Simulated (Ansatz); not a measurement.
# SiCl5: the cost of one run

Computed with Ansatz 0.2.0 (DFT PBE, scalar-relativistic, plane waves, PAW, unless a step's input says otherwise).

### 1 The starting structure

It takes space group F-43m (No. 216, cubic). The conventional cell has a = 8.728 Å, b = 8.728 Å, c = 8.728 Å, α = 90.00°, β = 90.00°, γ = 90.00°. Si (site symmetry -43m) is surrounded by 16 Cl at 3.62 to 3.78 Å. Cl (site symmetry 3m) is surrounded by 6 Cl at 3.07 to 3.10 Å. Cl (site symmetry -43m) is surrounded by 12 Cl at 3.62 Å and 4 Si at 3.78 Å.

Coordinates:

```
Si Cl
1.0
     0.00000    4.36390    4.36390
     4.36390    0.00000    4.36390
     4.36390    4.36390    0.00000
Si Cl
1 5
Cartesian
  2.1819 2.1819 2.1819
  7.6434 5.4483 5.4483
  5.4483 7.6434 5.4483
  5.4483 5.4483 7.6434
  7.6434 7.6434 7.6434
  4.3639 4.3639 4.3639
```

The cell is invented: species swapped into a database cell of Be5Fe (F-43m, No. 216), with Cl on the Be sites and Si on the Fe sites. Lengths come from tabulated atomic sizes and are only a guess.

### 2 A first look at the guess

The input, input.yaml:

```yaml
crystal:
  lattice:
    - [0.0, 4.36389784, 4.36389784]
    - [4.36389784, 0.0, 4.36389784]
    - [4.36389784, 4.36389784, 0.0]
  atoms:
    - { symbol: Si, position: [0.25, 0.25, 0.25] }
    - { symbol: Cl, position: [0.37273282, 0.87575573, 0.87575573] }
    - { symbol: Cl, position: [0.87575573, 0.37273282, 0.87575573] }
    - { symbol: Cl, position: [0.87575573, 0.87575573, 0.37273282] }
    - { symbol: Cl, position: [0.87575573, 0.87575573, 0.87575573] }
    - { symbol: Cl, position: [0.5, 0.5, 0.5] }
basis:
  ecutwfc: 420
kpoints:
  mp_grid: { grid: [4, 4, 4] }
hamiltonian:
  xc: pbe
scf:
  occupations: { method: gaussian, width: 0.1 }
  lower_state_search: "off"
output:
  forces: true
  stress: true
  eigenvalues: true
```

Run with:

```bash
$ ansatz run input.yaml --threads 1 --pin off --max-ram 2560MiB --backend cpu --events-out ev --progress --plain --runs-dir out
```

**Question.** How long does this run take on 1 thread of Intel Xeon at 2.50GHz (Skylake/Cascade Lake), shared host, and how much memory does it need?

About 6.3 s, with a peak of 0.36 GiB.
